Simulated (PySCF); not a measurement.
# C₂H₈F₃NSi₂: a tour of settings, part 1 of 2

Aim: see how C₂H₈F₃NSi₂ (`FC(F)(F)CN([SiH3])[SiH3]`) answers to the choice of functional, basis, grid and SCF options.

Computed with PySCF 2.14.0, with density-fitted response routines of our own, on a single molecule in the gas phase. Atoms count from 0, in the outputs and in this text.

## Step 1: The molecule as given

16 atoms, charge 0, multiplicity 1; geometry from: GFN2-xTB.

Bonds of the start (Å): F0–C1 1.34, C1–F2 1.34, C1–F3 1.34, C1–C4 1.52, C4–N5 1.43, N5–Si6 1.75, N5–Si7 1.75, C4–H8 1.09, C4–H9 1.09, Si6–H10 1.46, Si6–H11 1.46, Si6–H12 1.46, Si7–H13 1.46, Si7–H14 1.46, Si7–H15 1.46.

## Step 2: NMR shieldings: PBE0/pcSseg-1

Job settings and geometry (Å):

```
{"job": {"kind": "nmr", "xc": "PBE0", "basis": "pcSseg-1"}, "charge": 0, "multiplicity": 1}
F     -1.723531    -1.030839     1.176976
C     -1.859076    -0.109082     0.212942
F     -3.081705    -0.290732    -0.316169
F     -1.887566     1.082414     0.826622
C     -0.769220    -0.199861    -0.846644
N      0.541937    -0.008858    -0.311361
Si     1.080438     1.632169    -0.053730
Si     1.317232    -1.379322     0.443549
H     -0.867326    -1.189322    -1.304407
H     -1.003993     0.563177    -1.595797
H      0.670754     2.156826     1.249013
H      0.473897     2.401491    -1.141455
H      2.533266     1.571506    -0.164149
H      0.861202    -2.538612    -0.324589
H      0.960095    -1.514976     1.855470
H      2.745997    -1.137037     0.282317
```

Level: GIAO PBE0/pcSseg-1 NMR shielding, non-relativistic, gas phase.

Started as:

```bash
> OMP_NUM_THREADS=1 python probes_run.py task.json out
```

The driver reads the jobs from task.json and runs them one after another.

Standard output:

```text
coarse grid: 14704 points
cycle   1  E = -1013.3798067160  dE =  9.577e-01  |g| = 9.033e-01  |ddm| = 3.518e+00
cycle   2  E = -1013.2328950923  dE =  1.469e-01  |g| = 1.340e+00  |ddm| = 1.158e+00
cycle   3  E = -1013.5182942360  dE = -2.854e-01  |g| = 5.229e-02  |ddm| = 7.161e-01
cycle   4  E = -1013.5185670969  dE = -2.729e-04  |g| = 3.592e-02  |ddm| = 6.844e-02
cycle   5  E = -1013.5188160094  dE = -2.489e-04  |g| = 9.813e-03  |ddm| = 3.368e-02
cycle   6  E = -1013.5188315763  dE = -1.557e-05  |g| = 2.492e-03  |ddm| = 8.030e-03
cycle   7  E = -1013.5188328883  dE = -1.312e-06  |g| = 4.142e-04  |ddm| = 2.376e-03
final grid: 135048 points
cycle   8  E = -1013.5805096331  dE = -4.066e-05  |g| = 7.487e-03  |ddm| = 2.370e-02
cycle   9  E = -1013.5804968523  dE =  1.278e-05  |g| = 1.114e-02  |ddm| = 1.479e-02
cycle  10  E = -1013.5805212423  dE = -2.439e-05  |g| = 7.640e-04  |ddm| = 8.619e-03
cycle  11  E = -1013.5805213388  dE = -9.645e-08  |g| = 3.161e-04  |ddm| = 7.387e-04
cycle  12  E = -1013.5805213576  dE = -1.879e-08  |g| = 8.794e-05  |ddm| = 2.588e-04
cycle  13  E = -1013.5805213587  dE = -1.151e-09  |g| = 2.144e-05  |ddm| = 7.438e-05
cycle  14  E = -1013.5805213588  dE = -8.640e-11  |g| = 3.751e-06  |ddm| = 1.810e-05
converged SCF energy = -1013.5805213588

GIAO shielding tensors (ppm)
atom      isotropic    diamagn.    paramagn.     s11        s22        s33       span
  0 F      260.508     475.671    -215.164    178.495    261.159    341.869    163.373
  1 C       51.022     244.824    -193.802     43.892     52.182     56.993     13.101
  2 F      257.267     470.070    -212.803    170.106    259.049    342.645    172.539
  3 F      260.448     475.676    -215.228    178.479    261.151    341.716    163.237
  4 C      127.219     246.100    -118.881    109.221    119.935    152.499     43.278
  5 N      264.978     329.696     -64.718    256.817    258.740    279.378     22.560
  6 Si     387.113     880.946    -493.834    338.902    355.621    466.814    127.912
  7 Si     387.105     880.952    -493.848    338.858    355.648    466.809    127.951
  8 H       28.214      30.177      -1.963     23.888     28.010     32.744      8.855
  9 H       28.210      30.171      -1.962     23.881     28.004     32.745      8.864
 10 H       26.797      29.997      -3.200     22.853     25.483     32.054      9.201
 11 H       27.133      30.069      -2.936     24.128     25.184     32.086      7.958
 12 H       26.904      30.186      -3.281     23.041     25.367     32.305      9.264
 13 H       27.136      30.075      -2.939     24.130     25.190     32.090      7.960
 14 H       26.800      30.003      -3.203     22.856     25.483     32.062      9.206
 15 H       26.906      30.189      -3.283     23.042     25.368     32.308      9.266
```

It took 38 s on 1 thread of Arm Neoverse V1, shared host; peak memory 0.84 GiB.

Shifts follow as δ = σ(reference) − σ, with reference shieldings (ppm) from runs at the same level and on the same kind of geometry: ¹H TMS 31.72, ¹³C TMS 186.9, ²⁹Si TMS 349.2, ¹⁹F CFCl3 170.9, ¹⁵N NH3 267.7. The references are single molecules in the gas phase, so shifts against H2O, NH3, PH3, H3PO4 or CFCl3 are not on the usual liquid scales and can be off by tens of ppm. Atoms listed in one row are averaged.

| atoms | environment | σ (ppm) | δ (ppm) | δ scaled to CDCl3 |
| --- | --- | --- | --- | --- |
| C1 | CF3 carbon | 51.0 | 135.9 | 130.7 |
| C4 | sp3 CH2 bonded to N | 127.2 | 59.7 | 56.4 |
| H10, H11, H12, H13, H14, H15 | hydrogen on a silicon bonded to N | 26.95 | 4.77 | – |
| H8, H9 | hydrogen on an sp3 CH2 bonded to N | 28.21 | 3.51 | 3.41 |
| F0, F2, F3 | fluorine of a CF3 group | 259.4 | -88.5 | – |
| N5 | nitrogen bonded to C, 2 Si | 265.0 | 2.8 | – |
| Si6, Si7 | silicon bonded to N, 3 H | 387.1 | -38.0 | – |

The scaled column applies a straight-line fit of computed shieldings to shifts measured in CDCl3, and one for carbons that bear F (root-mean-square error 0.16 ppm for H, 1.9 ppm for C).

Charges from the same density, by scheme (e):

| atoms | Mulliken | IAO | Hirshfeld | ESP fit |
| --- | --- | --- | --- | --- |
| F0, F2, F3 | -0.27 | -0.28 | -0.09 | -0.20 |
| C1 | 0.77 | 0.79 | 0.26 | 0.64 |
| C4 | -0.05 | -0.19 | -0.05 | -0.45 |
| N5 | -0.93 | -0.77 | -0.26 | -0.34 |
| Si6, Si7 | 0.64 | 0.73 | 0.34 | 0.46 |

Mayer bond orders: F0–C1 0.99, C1–F2 1.00, C1–F3 0.99, C1–C4 0.99, C4–N5 0.97, N5–Si6 0.89, N5–Si7 0.89.

## Step 3: Excited states and response: PBE0/def2-SVPD

Same as in step 2 but for these lines:

```diff
@@ -1,2 +1,2 @@
-{"job": {"kind": "nmr", "xc": "PBE0", "basis": "pcSseg-1"}, "charge": 0, "multiplicity": 1}
+{"job": {"kind": "uv", "xc": "PBE0", "basis": "def2-SVPD", "nstates": 6, "ntriplets": 2}, "charge": 0, "multiplicity": 1}
 F     -1.723531    -1.030839     1.176976
```

Level: TDDFT PBE0/def2-SVPD, vertical, gas phase, core orbitals frozen in the response.

Standard output:

```text
coarse grid: 14704 points
cycle   1  E = -1012.9027696336  dE =  9.150e-01  |g| = 8.541e-01  |ddm| = 5.363e+00
cycle   2  E = -1012.7647124818  dE =  1.381e-01  |g| = 1.258e+00  |ddm| = 2.017e+00
cycle   3  E = -1013.0340482553  dE = -2.693e-01  |g| = 5.573e-02  |ddm| = 1.205e+00
cycle   4  E = -1013.0344088734  dE = -3.606e-04  |g| = 3.824e-02  |ddm| = 1.290e-01
cycle   5  E = -1013.0347091210  dE = -3.002e-04  |g| = 9.658e-03  |ddm| = 5.986e-02
cycle   6  E = -1013.0347259467  dE = -1.683e-05  |g| = 2.466e-03  |ddm| = 1.300e-02
cycle   7  E = -1013.0347272862  dE = -1.340e-06  |g| = 3.594e-04  |ddm| = 3.641e-03
final grid: 135048 points
cycle   8  E = -1013.1578441726  dE = -3.770e-05  |g| = 7.409e-03  |ddm| = 1.052e-01
cycle   9  E = -1013.1578303417  dE =  1.383e-05  |g| = 1.116e-02  |ddm| = 2.166e-02
cycle  10  E = -1013.1578557806  dE = -2.544e-05  |g| = 7.222e-04  |ddm| = 1.209e-02
cycle  11  E = -1013.1578558802  dE = -9.956e-08  |g| = 2.921e-04  |ddm| = 1.298e-03
cycle  12  E = -1013.1578558968  dE = -1.658e-08  |g| = 7.319e-05  |ddm| = 4.742e-04
cycle  13  E = -1013.1578558977  dE = -9.168e-10  |g| = 1.954e-05  |ddm| = 1.134e-04
converged SCF energy = -1013.1578558977

Static polarisability (au): isotropic 85.361, principal 76.075 89.858 90.151

Singlet excitations
state   eV       nm        f      main configurations
  1   5.9947    206.8   0.00001   H->L 0.99
  2   6.7760    183.0   0.00012   H->L+2 0.97
  3   6.9803    177.6   0.04036   H->L+1 0.98
  4   7.1744    172.8   0.00567   H->L+3 0.87, H->L+5 0.10
  5   7.5352    164.5   0.00181   H->L+4 0.94
  6   7.5487    164.2   0.01710   H->L+5 0.83, H->L+3 0.09

Triplet excitations (Tamm-Dancoff, eV): 5.6948 6.5565
```

It took 55 s on 1 thread of Arm Neoverse V1, shared host; peak memory 0.97 GiB.

Frontier orbitals and where they lie:

| orbital | eV | atoms |
| --- | --- | --- |
| HOMO−3 | -10.13 | N5 26 %, C4 16 %, Si6 13 % |
| HOMO−2 | -9.85 | Si6 20 %, Si7 20 %, H10 10 % |
| HOMO−1 | -9.74 | Si6 21 %, Si7 21 %, H12 12 % |
| HOMO | -7.49 | N5 51 %, Si7 8 %, Si6 8 % |
| LUMO | -0.15 | Si7 23 %, Si6 23 %, H15 6 % |
| LUMO+1 | 0.52 | Si7 23 %, Si6 23 %, H15 6 % |
| LUMO+2 | 0.64 | Si7 24 %, Si6 24 %, N5 7 % |

With each of the 6 states as a Gaussian band of 0.4 eV half-width at 1/e, the curve within the window shown has maxima at 176 nm (ε 2,000) L/(mol cm). Beyond the last state computed it falls off for lack of states. The curve at chosen wavelengths:

| nm | ε (L/mol/cm) |
| --- | --- |
| 158 | 462 |
| 161 | 762 |
| 164 | 1053 |
| 167 | 1326 |
| 169 | 1512 |
| 172 | 1781 |
| 175 | 1948 |
| 178 | 1905 |
| 181 | 1634 |
| 184 | 1225 |
| 186 | 941 |
| 189 | 572 |
| 192 | 311 |
| 195 | 152 |
| 198 | 68 |
| 201 | 28 |
| 203 | 15 |
| 206 | 6 |
| 209 | 2 |
| 212 | 1 |
| 215 | 0 |
| 218 | 0 |
| 220 | 0 |
| 223 | 0 |
| 226 | 0 |
| 229 | 0 |

Ground-state properties from the same run:

| property | computed |
| --- | --- |
| dipole moment (D) | 1.85 |
| polarisability (Å³) | 12.65 |
| HOMO–LUMO gap (eV) | 7.34 |
| −ε(HOMO) (eV) | 7.49 |

## Step 4: NMR shieldings: B97-2/IGLO-II

Same as in step 3 but for these lines:

```diff
@@ -1,2 +1,2 @@
-{"job": {"kind": "uv", "xc": "PBE0", "basis": "def2-SVPD", "nstates": 6, "ntriplets": 2}, "charge": 0, "multiplicity": 1}
+{"job": {"kind": "nmr", "xc": "B97-2", "basis": "IGLO-II", "pop": true}, "charge": 0, "multiplicity": 1}
 F     -1.723531    -1.030839     1.176976
```

With the program's defaults for keys left out, this is: GIAO B97-2/IGLO-II NMR shielding, non-relativistic, gas phase.

Standard output:

```text
coarse grid: 14704 points
cycle   1  E = -1014.1188485677  dE =  9.251e-01  |g| = 9.958e-01  |ddm| = 3.071e+00
cycle   2  E = -1013.9240904860  dE =  1.948e-01  |g| = 1.520e+00  |ddm| = 1.151e+00
cycle   3  E = -1014.2767748921  dE = -3.527e-01  |g| = 5.771e-02  |ddm| = 7.240e-01
cycle   4  E = -1014.2770287335  dE = -2.538e-04  |g| = 4.304e-02  |ddm| = 6.348e-02
cycle   5  E = -1014.2773771690  dE = -3.484e-04  |g| = 1.127e-02  |ddm| = 3.320e-02
cycle   6  E = -1014.2773969604  dE = -1.979e-05  |g| = 2.868e-03  |ddm| = 7.556e-03
cycle   7  E = -1014.2773986966  dE = -1.736e-06  |g| = 5.532e-04  |ddm| = 2.437e-03
final grid: 135048 points
cycle   8  E = -1014.3126270269  dE = -1.113e-04  |g| = 1.222e-02  |ddm| = 2.619e-02
cycle   9  E = -1014.3126118678  dE =  1.516e-05  |g| = 1.577e-02  |ddm| = 1.170e-02
cycle  10  E = -1014.3126440792  dE = -3.221e-05  |g| = 1.181e-03  |ddm| = 7.137e-03
cycle  11  E = -1014.3126443064  dE = -2.272e-07  |g| = 3.669e-04  |ddm| = 9.589e-04
cycle  12  E = -1014.3126443321  dE = -2.575e-08  |g| = 1.346e-04  |ddm| = 3.493e-04
cycle  13  E = -1014.3126443355  dE = -3.375e-09  |g| = 3.606e-05  |ddm| = 1.043e-04
cycle  14  E = -1014.3126443358  dE = -2.462e-10  |g| = 5.637e-06  |ddm| = 2.579e-05
converged SCF energy = -1014.3126443358

GIAO shielding tensors (ppm)
atom      isotropic    diamagn.    paramagn.     s11        s22        s33       span
  0 F      263.735     475.099    -211.365    183.823    263.552    343.829    160.006
  1 C       53.826     241.668    -187.842     46.784     55.396     59.299     12.514
  2 F      261.212     469.081    -207.869    173.810    261.037    348.790    174.980
  3 F      263.669     475.110    -211.441    183.808    263.527    343.670    159.862
  4 C      130.843     244.965    -114.122    112.078    124.039    156.411     44.333
  5 N      258.731     324.212     -65.481    252.364    254.532    269.296     16.932
  6 Si     396.258     882.317    -486.059    352.634    367.311    468.827    116.192
  7 Si     396.250     882.325    -486.075    352.597    367.337    468.817    116.220
  8 H       28.786      31.163      -2.376     24.596     28.709     33.053      8.456
  9 H       28.782      31.158      -2.375     24.590     28.703     33.053      8.464
 10 H       27.060      30.632      -3.572     23.342     25.768     32.071      8.729
 11 H       27.341      30.684      -3.343     24.481     25.494     32.048      7.567
 12 H       27.163      30.635      -3.471     23.555     25.603     32.332      8.777
 13 H       27.345      30.691      -3.346     24.483     25.499     32.052      7.569
 14 H       27.064      30.639      -3.575     23.346     25.768     32.079      8.733
 15 H       27.165      30.638      -3.473     23.556     25.605     32.335      8.779
```

Run time: 42 s. Hardware: 1 thread of Arm Neoverse V1, shared host; peak memory 0.99 GiB.

In short: δ C1 134.8, C4 57.8, F0 -81.7, N5 6.3, H10 5.03, H8 3.43 ppm (means over like atoms).

## Step 5: NMR shieldings: PBE0/pcseg-1

Same as in step 4 but for these lines:

```diff
@@ -1,2 +1,2 @@
-{"job": {"kind": "nmr", "xc": "B97-2", "basis": "IGLO-II", "pop": true}, "charge": 0, "multiplicity": 1}
+{"job": {"kind": "nmr", "xc": "PBE0", "basis": "pcseg-1", "pop": false}, "charge": 0, "multiplicity": 1}
 F     -1.723531    -1.030839     1.176976
```

Method: GIAO PBE0/pcseg-1 NMR shielding, non-relativistic, gas phase.

Standard output:

```text
coarse grid: 14704 points
cycle   1  E = -1013.3366299872  dE =  9.437e-01  |g| = 8.138e-01  |ddm| = 3.930e+00
cycle   2  E = -1013.2151765472  dE =  1.215e-01  |g| = 1.191e+00  |ddm| = 1.277e+00
cycle   3  E = -1013.4581019133  dE = -2.429e-01  |g| = 5.189e-02  |ddm| = 7.687e-01
cycle   4  E = -1013.4584573788  dE = -3.555e-04  |g| = 3.124e-02  |ddm| = 7.365e-02
cycle   5  E = -1013.4586535532  dE = -1.962e-04  |g| = 8.644e-03  |ddm| = 3.262e-02
cycle   6  E = -1013.4586668385  dE = -1.329e-05  |g| = 2.349e-03  |ddm| = 8.447e-03
cycle   7  E = -1013.4586680033  dE = -1.165e-06  |g| = 3.695e-04  |ddm| = 2.544e-03
final grid: 135048 points
cycle   8  E = -1013.5196543660  dE = -2.866e-05  |g| = 7.052e-03  |ddm| = 2.479e-02
cycle   9  E = -1013.5196425156  dE =  1.185e-05  |g| = 1.051e-02  |ddm| = 1.565e-02
cycle  10  E = -1013.5196652775  dE = -2.276e-05  |g| = 7.081e-04  |ddm| = 9.129e-03
cycle  11  E = -1013.5196653752  dE = -9.778e-08  |g| = 2.525e-04  |ddm| = 7.625e-04
cycle  12  E = -1013.5196653875  dE = -1.231e-08  |g| = 7.510e-05  |ddm| = 2.511e-04
cycle  13  E = -1013.5196653885  dE = -9.443e-10  |g| = 1.738e-05  |ddm| = 7.139e-05
converged SCF energy = -1013.5196653885

GIAO shielding tensors (ppm)
atom      isotropic    diamagn.    paramagn.     s11        s22        s33       span
  0 F      271.725     475.455    -203.730    191.928    274.096    349.150    157.222
  1 C       57.341     244.348    -187.007     49.550     59.277     63.196     13.646
  2 F      267.825     470.624    -202.799    183.141    268.953    351.382    168.241
  3 F      271.654     475.459    -203.805    191.893    274.084    348.984    157.091
  4 C      136.854     244.311    -107.457    117.333    128.252    164.977     47.643
  5 N      265.642     324.504     -58.862    258.075    261.786    277.066     18.991
  6 Si     381.560     881.460    -499.900    336.157    350.739    457.783    121.626
  7 Si     381.565     881.466    -499.901    336.146    350.764    457.785    121.639
  8 H       28.296      29.695      -1.399     24.014     28.065     32.809      8.796
  9 H       28.292      29.690      -1.398     24.006     28.059     32.811      8.805
 10 H       26.894      30.037      -3.142     22.909     25.585     32.189      9.280
 11 H       27.218      30.113      -2.896     24.143     25.242     32.268      8.125
 12 H       26.968      30.352      -3.383     22.954     25.439     32.512      9.558
 13 H       27.222      30.120      -2.898     24.145     25.248     32.272      8.127
 14 H       26.898      30.043      -3.145     22.912     25.585     32.197      9.285
 15 H       26.970      30.355      -3.385     22.955     25.441     32.514      9.560
```

Run time: 20 s. Hardware: 1 thread of Arm Neoverse V1, shared host; peak memory 0.77 GiB.

This run: δ C1 139.6, C4 60.1, F0 -88.7, N5 5.3, H10 4.84, H8 3.58 ppm (means over like atoms).

(Continued in part 2 of 2.)
